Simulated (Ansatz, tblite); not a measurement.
**Trans-NiH(PF3)2F (F7HNiP2): a ladder of methods and basis sets**

One table from this session's results is given with a row withheld; the runs are named, their logs left out.

Program: Ansatz 0.2.0, Gaussian basis. Level of theory: as each input shows. These are calculated values, not measurements.

Plan: GFN1-xTB, GFN2-xTB, PBE-D4/def2-TZVP, r2SCAN-D4/def2-TZVP, LDA/def2-TZVP, ωB97X-V/def2-TZVP, PBE-D4/def2-SVP, PBE0-D4/def2-SVP, CCSD(T)/def2-SVP, MP2/def2-TZVP, RPA/def2-TZVP.

1 further run of the same task is left out (set aside as unsound or not needed). Runs told in other sessions of the task aren't counted.

## The relaxed structure

The geometry is that of the singlet, from an earlier relaxation (PBE-D4/def2-SVP).

11 atoms, charge 0, spin multiplicity 1.

Bond lengths: Ni1–H2 1.461 Å, Ni1–P3 2.079 Å, Ni1–F7 1.805 Å, Ni1–P8 2.079 Å, P3–F4 1.597 Å, P3–F5 1.597 Å, P3–F6 1.597 Å, P8–F9 1.597 Å, P8–F10 1.597 Å, P8–F11 1.597 Å. Angles: H2–Ni1–P3 86.1°, H2–Ni1–F7 179.8°, H2–Ni1–P8 85.9°, P3–Ni1–F7 93.7°, P3–Ni1–P8 172.0°, F7–Ni1–P8 94.3°, Ni1–P3–F4 117.2°, Ni1–P3–F5 121.3°, Ni1–P3–F6 117.4°, F4–P3–F5 98.7°, F4–P3–F6 99.4°, F5–P3–F6 98.7°, Ni1–P8–F9 117.4°, Ni1–P8–F10 121.2°, Ni1–P8–F11 117.4°, F9–P8–F10 98.7°, F9–P8–F11 99.4°, F10–P8–F11 98.7°.

Formally the metal is d8. No spin-orbit coupling is included.

PBE0-D4/def2-TZVP was run before; its log isn't repeated, and its numbers join the tables.

The first run:

Tight binding, by tblite at 300 K electronic temperature and without a spin-polarisation term:

```python
tblite.interface.Calculator('GFN1-xTB', numbers, positions, charge=0, uhf=0).singlepoint()
```

Tight binding, by tblite at 300 K electronic temperature and without a spin-polarisation term:

```python
tblite.interface.Calculator('GFN2-xTB', numbers, positions, charge=0, uhf=0).singlepoint()
```

start.molden holds the orbitals of an earlier run on this state, given as this run's starting guess.

in.yaml

```yaml
crystal:
  periodic: [false, false, false]
  atoms:
    - {symbol: Ni, position_ang: [-0.087351, -0.001223, 0.000913]}
    - {symbol: H, position_ang: [1.372633, 0.002386, 0.064344]}
    - {symbol: P, position_ang: [0.048407, 2.073653, 0.014243]}
    - {symbol: F, position_ang: [-0.568828, 2.854156, -1.235030]}
    - {symbol: F, position_ang: [1.462801, 2.812595, 0.087328]}
    - {symbol: F, position_ang: [-0.692101, 2.849863, 1.197366]}
    - {symbol: F, position_ang: [-1.891124, 0.000562, -0.076141]}
    - {symbol: P, position_ang: [0.068146, -2.074017, -0.009575]}
    - {symbol: F, position_ang: [-0.646538, -2.869690, 1.176879]}
    - {symbol: F, position_ang: [1.491589, -2.797512, 0.036776]}
    - {symbol: F, position_ang: [-0.557623, -2.850754, -1.257112]}
basis:
  gaussian: {orbitals: def2-TZVP, initial_orbitals: start.molden}
hamiltonian: {xc: pbe, dispersion: d4}
scf: {omitted_lower_state_checks: [starts]}
output: {forces: true, orbitals: {seedname: orbitals}}
```

Launch:

```sh
> ansatz run in.yaml --threads 4 --pin off --events-out ev --progress --plain --max-ram 8704MiB
```

Among the steps run: PBE-D4/def2-TZVP; r2SCAN-D4/def2-TZVP; LDA/def2-TZVP; ωB97X-V/def2-TZVP; PBE-D4/def2-SVP; PBE0-D4/def2-SVP; CCSD(T)/def2-SVP; MP2/def2-TZVP; RPA/def2-TZVP.

One of the session's tables, all rows but one given; the rest of the session is left out.

It belongs to the step «Binding energy». 

```
              level  binding an atom (eV)
        HF/def2-SVP                 1.795
       HF/def2-TZVP                 1.974
      LDA/def2-TZVP                 4.621
    PBE-D4/def2-SVP                 3.869
   PBE-D4/def2-TZVP                     ?
r2SCAN-D4/def2-TZVP                 3.758
   PBE0-D4/def2-SVP                 3.503
  PBE0-D4/def2-TZVP                 3.594
  ωB97X-V/def2-TZVP                 3.697
       MP2/def2-SVP                 3.348
      MP2/def2-TZVP                 3.751
      CCSD/def2-SVP                 3.069
   CCSD(T)/def2-SVP                 3.161
```

Estimate the missing values for PBE-D4/def2-TZVP.

The run gave: binding an atom (eV): 3.898. In the column «binding an atom (eV)» it lies between PBE-D4/def2-SVP (3.869) and LDA/def2-TZVP (4.621).

To keep in mind: Free atoms were run apart at each level; binding is atoms less cluster, divided by the number of atoms, without zero-point or spin-orbit terms.
